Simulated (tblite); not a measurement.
# GFN2-xTB run of C2H5BO (SMILES CBC=O)

We compute a structure relaxation of C2H5BO. 

Program for the calculation: tblite 0.8.0.

26 further runs of the same task are left out: 26 set aside as unsound or not needed.

**1. The system as given**

C2H5BO has 9 atoms, charge 0, and is taken as a singlet. As SMILES, `CBC=O`. The shape is that of a GFN2-xTB optimisation. This is one conformer, not always the lowest. The run starts from this shape.

Bond lengths: C1–B2 1.567 Å, B2–C3 1.558 Å, C3–O4 1.206 Å, C1–H5 1.088 Å, C1–H6 1.087 Å, C1–H7 1.092 Å, B2–H8 1.169 Å, C3–H9 1.131 Å. Some angles: C1–B2–C3 120.0°, B2–C3–O4 135.0°, C1–B2–H8 121.7°, C3–B2–H8 118.1°, B2–C1–H5 113.7°, B2–C1–H6 114.4°, B2–C1–H7 106.8°, B2–C3–H9 107.2°, O4–C3–H9 117.8°, H5–C1–H6 108.8°.

**2. A structure relaxation at GFN2-xTB**

File molecule.xyz:

```xyz
9

C     -0.614550     0.707050    -0.778010
B      0.287560    -0.476660    -0.288820
C      0.673160    -0.591390     1.216340
O      1.576870    -0.178200     1.899820
H     -1.287980     0.438310    -1.588740
H     -1.189140     1.187760     0.009380
H      0.056800     1.470320    -1.177850
H      0.618940    -1.335790    -1.009800
H     -0.121670    -1.221390     1.717700
```

File job.py:

```python
import json
import numpy as np
from tblite.interface import Calculator
from tblite.interface import symbols_to_numbers
from scipy.optimize import minimize

symbols = list(map(str, np.loadtxt("molecule.xyz", skiprows=2, usecols=0, dtype=str, ndmin=1)))
numbers = np.array(symbols_to_numbers(symbols))
positions = np.loadtxt("molecule.xyz", skiprows=2, usecols=(1, 2, 3), ndmin=2) / 0.5291772

calculator = Calculator("GFN2-xTB", numbers, positions, charge=0, uhf=0)
calculator.set("verbosity", 0)
calculator.set("accuracy", 0.01)
last, frames, energies, grads = [None], [], [], []

def fun(x):
    calculator.update(x.reshape(-1, 3))
    last[0] = calculator.singlepoint(last[0])
    return float(last[0].get('energy')), last[0].get('gradient').ravel()

def show(x):
    e, g = fun(x)
    frames.append(x.reshape(-1, 3).tolist())
    energies.append(e)
    grads.append(g.reshape(-1, 3).tolist())
    print(f"{len(energies) - 1:4d} {e:16.9f} {np.abs(g).max():12.3e} {np.linalg.norm(g):12.3e}")

print("step      energy/Eh       max grad     grad norm")
show(positions.ravel())
opt = minimize(fun, positions.ravel(), jac=True, method="BFGS", callback=show, options={"gtol": 3e-05, "maxiter": 500})
print("converged:", opt.success, "-", opt.message)
fun(opt.x)
res = last[0]
final = opt.x.reshape(-1, 3)
print("final geometry (angstrom)")
for s, p in zip(symbols, final * 0.529177210903):
    print(f"{s:<2} {p[0]:12.6f} {p[1]:12.6f} {p[2]:12.6f}")
print(f"Total energy: {res.get('energy'):.8f} Eh")
eps = np.atleast_2d(res.get("orbital-energies")) * 27.211386
occ = np.atleast_2d(res.get("orbital-occupations"))
filled = occ.sum(axis=0) if eps.shape[0] == 1 else occ[0]
homo = np.nonzero(filled > 0.5)[0].max()
print(f"HOMO {eps[0, homo]:.4f} eV")
if homo + 1 < eps.shape[1]:
    print(f"LUMO {eps[0, homo + 1]:.4f} eV, gap {eps[0, homo + 1] - eps[0, homo]:.4f} eV")
mu = res.get("dipole") * 2.541746
print(f"|mu|: {np.linalg.norm(mu):.4f} D, components " + " ".join(f"{c:.4f}" for c in mu))
q = res.get("charges")
print("Charges:", " ".join(f"{s}{i + 1}={c:+.4f}" for i, (s, c) in enumerate(zip(symbols, q))))
out = {k: np.asarray(res.get(k)).tolist() for k in ("energy", "gradient", "charges", "dipole", "orbital-energies", "orbital-occupations")}
out.update(symbols=symbols, positions=(positions * 0.529177210903).tolist(), final=final.tolist(), frames=frames, step_energies=energies, grads=grads, success=bool(opt.success))
json.dump(out, open("results.json", "w"))
```

The run is started by

```sh
$ python job.py
```

**Question.** What will come out? Wanted: total energy at the end; dipole moment; HOMO energy; LUMO energy; HOMO–LUMO gap.

**Answer.** As computed:

At GFN2-xTB:

| quantity | value |
| --- | --- |
| total energy at the end | -12.07301 Eh |
| dipole moment | 3.33 D |
| HOMO energy | -10.33 eV |
| LUMO energy | -7.27 eV |
| HOMO–LUMO gap | 3.06 eV |

At the final geometry: Bond lengths: C1–B2 1.567 Å, B2–C3 1.558 Å, C3–O4 1.206 Å, C1–H5 1.088 Å, C1–H6 1.087 Å, C1–H7 1.092 Å, B2–H8 1.170 Å, C3–H9 1.132 Å. Some angles: C1–B2–C3 120.4°, B2–C3–O4 135.1°, C1–B2–H8 121.2°, C3–B2–H8 118.2°, B2–C1–H5 112.9°, B2–C1–H6 114.8°, B2–C1–H7 107.3°, B2–C3–H9 107.0°, O4–C3–H9 117.8°, H5–C1–H6 108.7°. The optimisation took 54 steps and changed the energy by -0.001 eV. Mulliken charges run from -0.33 on O4 to +0.23 on B2.
